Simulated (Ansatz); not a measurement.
Here is an Ansatz input file for KNa₂AsF₆, space group Fm-3m. Write the same calculation for the Python package.

```yaml
crystal:
  lattice:
    - [0.0, 4.534513, 4.534513]
    - [4.534513, 0.0, 4.534513]
    - [4.534513, 4.534513, 0.0]
  atoms:
    - { symbol: K, position: [0.5, 0.5, 0.5] }
    - { symbol: Na, position: [0.75, 0.75, 0.75] }
    - { symbol: Na, position: [0.25, 0.25, 0.25] }
    - { symbol: As, position: [0.0, 0.0, 0.0] }
    - { symbol: F, position: [0.773413, 0.226587, 0.226587] }
    - { symbol: F, position: [0.226587, 0.226587, 0.773413] }
    - { symbol: F, position: [0.22658699999999998, 0.773413, 0.773413] }
    - { symbol: F, position: [0.226587, 0.773413, 0.226587] }
    - { symbol: F, position: [0.773413, 0.22658699999999998, 0.773413] }
    - { symbol: F, position: [0.773413, 0.773413, 0.22658699999999998] }
basis:
  ecutwfc: 462.593566181796
kpoints:
  mp_grid:
    kspacing: 0.36
  band_path:
    path:
      - [0.375, 0.375, 0.75]
      - [0.0, 0.0, 0.0]
      - [0.5, 0.5, 0.5]
      - [0.5, 0.25, 0.75]
      - [0.5, 0.0, 0.5]
    npoints: 10
hamiltonian:
  xc: pbe
scf:
  n_extra_bands: 6
  occupations:
    method: fixed
output:
  forces: true
```

`bands_kna2asf6.py`
```python
"""Bands of KNa2AsF6 along a path through the zone."""

import warnings

import ansatz as az
import numpy as np
from pymatgen.core import Lattice, Structure
from pymatgen.io.ase import AseAtomsAdaptor

warnings.simplefilter("ignore", az.DeckWarning)

pmg_structure = Structure(
    Lattice([(0.0, 4.534513, 4.534513), (4.534513, 0.0, 4.534513), (4.534513, 4.534513, 0.0)]),
    ["K", "Na", "Na", "As", "F", "F", "F", "F", "F", "F"],
    [
        (0.5, 0.5, 0.5),
        (0.75, 0.75, 0.75),
        (0.25, 0.25, 0.25),
        (0.0, 0.0, 0.0),
        (0.773413, 0.226587, 0.226587),
        (0.226587, 0.226587, 0.773413),
        (0.226587, 0.773413, 0.773413),
        (0.226587, 0.773413, 0.226587),
        (0.773413, 0.226587, 0.773413),
        (0.773413, 0.773413, 0.226587),
    ],
)
cell = az.Crystal.from_ase(AseAtomsAdaptor.get_atoms(pmg_structure))

# high-symmetry points in fractions of the reciprocal vectors
path = [
    ("K", (0.375, 0.375, 0.75)),
    ("G", (0.0, 0.0, 0.0)),
    ("L", (0.5, 0.5, 0.5)),
    ("W", (0.5, 0.25, 0.75)),
    ("X", (0.5, 0.0, 0.5)),
]
calculation = cell.calculation()
calculation = calculation.occupations("fixed").kpoints(spacing=0.36)
calculation = calculation.functional("pbe")
calculation = calculation.basis(17 * az.Ha)
calculation = calculation.band_structure([point for _, point in path], intervals=10)
calculation = calculation.scf(extra_bands=6)
calculation = calculation.forces()
planned = calculation.session().plan(threads=1)
facts = planned.describe()
print("plan:", facts["n_bands"], "bands,", len(facts["kpoints_frac"]), "k-points, plane waves", facts["n_pw_range"], "grid", facts["fft_dense"])
out = planned.execute()
r = out.report

for key in ("converged", "n_iterations", "n_electrons", "n_kpoints", "n_pw", "n_symmetry_ops", "free_energy_ev", "fermi_energy_ev"):
    print(f"{key:18s} {r[key]}")

if out.unlabelled_reasons:
    print("not a label:", out.unlabelled_reasons)
else:
    print(out.training_frame().splitlines()[0], "atoms in the frame")

bands = out.band_structure()
fermi = bands.fermi_energy_ev
print(f"zero of the bands: {fermi:.3f} eV, the Fermi level found on the SCF mesh")
levels = bands.channels[0].eigenvalues_ev - fermi
filled = round(r["n_electrons"]) // 2
valence, conduction = levels[:, filled - 1], levels[:, filled]
print("k (fractions)              top valence  bottom conduction (eV)")
for k, lo, hi in zip(bands.kpoints_frac, valence, conduction):
    print(f"{k[0]:7.3f} {k[1]:7.3f} {k[2]:7.3f} {lo:12.3f} {hi:13.3f}")
print(f"on this path: least direct gap {np.min(conduction - valence):.3f} eV, least gap {conduction.min() - valence.max():.3f} eV")
```

Output of `python bands_kna2asf6.py`:
```text
plan: 48 bands, 8 k-points, plane waves [4184, 4279] grid [45, 45, 45]
converged          True
n_iterations       7
n_electrons        84.0
n_kpoints          8
n_pw               4279
n_symmetry_ops     48
free_energy_ev     -14223.324413480213
fermi_energy_ev    2.2031353543387
10 atoms in the frame
zero of the bands: 2.203 eV, the Fermi level found on the SCF mesh
k (fractions)              top valence  bottom conduction (eV)
  0.375   0.375   0.750       -0.143         4.349
  0.338   0.338   0.675       -0.105         4.267
  0.300   0.300   0.600       -0.084         4.040
  0.263   0.263   0.525       -0.087         3.827
  0.225   0.225   0.450       -0.120         3.633
  0.188   0.188   0.375       -0.181         3.461
  0.150   0.150   0.300       -0.262         3.315
  0.113   0.113   0.225       -0.349         3.198
  0.075   0.075   0.150       -0.429         3.111
  0.037   0.037   0.075       -0.484         3.058
  0.000   0.000   0.000       -0.504         3.041
  0.050   0.050   0.050       -0.491         3.053
  0.100   0.100   0.100       -0.452         3.088
  0.150   0.150   0.150       -0.393         3.146
  0.200   0.200   0.200       -0.321         3.225
  0.250   0.250   0.250       -0.243         3.324
  0.300   0.300   0.300       -0.166         3.438
  0.350   0.350   0.350       -0.098         3.564
  0.400   0.400   0.400       -0.045         3.692
  0.450   0.450   0.450       -0.012         3.804
  0.500   0.500   0.500        0.000         3.853
  0.500   0.475   0.525       -0.003         3.863
  0.500   0.450   0.550       -0.013         3.893
  0.500   0.425   0.575       -0.028         3.942
  0.500   0.400   0.600       -0.047         4.007
  0.500   0.375   0.625       -0.068         4.087
  0.500   0.350   0.650       -0.089         4.179
  0.500   0.325   0.675       -0.108         4.278
  0.500   0.300   0.700       -0.123         4.378
  0.500   0.275   0.725       -0.132         4.465
  0.500   0.250   0.750       -0.136         4.504
  0.500   0.225   0.725       -0.138         4.447
  0.500   0.200   0.700       -0.146         4.395
  0.500   0.175   0.675       -0.157         4.348
  0.500   0.150   0.650       -0.172         4.307
  0.500   0.125   0.625       -0.187         4.272
  0.500   0.100   0.600       -0.203         4.243
  0.500   0.075   0.575       -0.217         4.220
  0.500   0.050   0.550       -0.228         4.203
  0.500   0.025   0.525       -0.235         4.194
  0.500   0.000   0.500       -0.238         4.190
on this path: least direct gap 3.539 eV, least gap 3.041 eV
```

Absolute energies stand on the zero of these potentials, so only differences at equal settings mean something. A total without «per atom» is that of the cell as typed. Semilocal gaps usually lie well under measured ones. Under fixed occupations the level called the Fermi level is the highest filled one on the SCF mesh; off the mesh a filled band can lie a little above it. An absolute Fermi energy rests on an arbitrary zero of the periodic potential and has no direct meaning. This cell is a computed structure, which may not be the phase found in nature. Gaps and levels are Kohn-Sham values on a finite set of k-points, without spin-orbit coupling. The whole script took 17 s on 1 thread of Arm Neoverse V1 (shared host), peak memory 0.63 GiB.

(Lines on the test bed's own set-up are left out of the output.)
